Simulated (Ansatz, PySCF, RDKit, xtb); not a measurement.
**Which structure has the formula CH3GeN−?**

Task: start from the formula CH3GeN− (charge -1, odd number of electrons), draw up candidate structures, narrow them down in stages, and characterise the one that lies lowest at 200 K.

Plan: many cheap relaxations first (GFN2-xTB), then density-functional screening, relaxation at B3LYP-D3(BJ)/def2-SVPD, vibrations and a final energy. The numbers are computed, not measured.

6 further runs of the same task are left out: 6 set aside as unsound or not needed.

## (1) Possible bonding patterns

All bonding patterns within simple valence rules are listed by program: one Lewis structure each, at most two rings and one unusual centre or charged pair. O–O, O–halogen and N–halogen bonds and N–N–N chains are not drawn. That gives 16 candidates, of which 1 could not be built in three dimensions.

c006 [NH-][C]=[GeH2]; c107 [N-]=[C][GeH3]; c154 [CH2]=[Ge][NH-]; c266 [CH2][GeH]=[N-]; c294 [CH]1[NH][GeH-]1; c372 [CH]1[N-][GeH2]1; c492 [CH]=[N][GeH2-]; c531 [CH]=[GeH][NH-]; c618 [CH]=[Ge-][NH2]; c729 [CH2]1[N-][GeH]1; c848 [CH3][Ge]=[N-]; c903 N[C]=[GeH-]; c924 [CH2][N]=[GeH-]; c925 [NH-][CH]=[GeH]; c940 [N-]=[CH][GeH2].

Candidates are built by distance geometry, with a force field where one applies, in up to four conformers (letters a to d). 16 starts with atoms placed at random are added, to find patterns that the rules miss.

**Question.** With final energies at CCSD(T)/def2-SVPD, which structure will this search put lowest in free energy, and by what margin?

| quantity | value |
| --- | --- |
| lowest structure found | [N-]=[C][GeH3], doublet, Cs |
| next finalist | [CH2][N][GeH] ‡, doublet, 3.6 kcal/mol higher in G |
| share at equilibrium, among the finalists | 100.0 % |
| harmonic wavenumbers, lowest and highest (B3LYP-D3(BJ)/def2-SVPD) | 138 and 2164 cm⁻¹ |
| rotational constants, same geometry | 2.553, 0.1005, 0.1002 cm⁻¹ |
| HOMO energy (highest over α and β) (PBE0/def2-TZVPD) | 0.12 eV |
| LUMO energy (lowest over α and β) (PBE0/def2-TZVPD) | 2.83 eV |
| lowest excitation (TD-B3LYP/def2-SVPD) | 2.67 eV (f = 0.028) |
| strongest of the states computed, same level | 4.08 eV (f = 0.182) |
| vertical detachment energy | 1.83 eV |
| vertical quartet less doublet | +6.11 eV |

The search ends on `[N-]=[C][GeH3]`. The margin, 3.6 kcal/mol, is modest. The thermal terms turn the order: in electronic energy alone `[CH2][N][GeH]` ‡ is lowest. MP2/def2-SVPD already puts its bonding pattern lowest among the structures in one piece; B3LYP-D3(BJ)/def2-SVPD and HF/def2-SVPD favour the doublet [CH2][N][GeH] ‡. In an anion, excitations above the detachment energy lie in the continuum and hang on the basis, so they needn't be bound states. The stability test raises a flag; for an open shell a flag towards a general spinor solution can be the free rotation of the spin. The search is not exhaustive (a finite list of starts, one conformer a finalist), so a lower isomer can't be ruled out. Patterns outside the rules of the enumeration were met only by chance.

‡ marks the bonded skeleton alone, with all bonds drawn single: no Lewis structure was assigned that passes a check against the bond lengths.
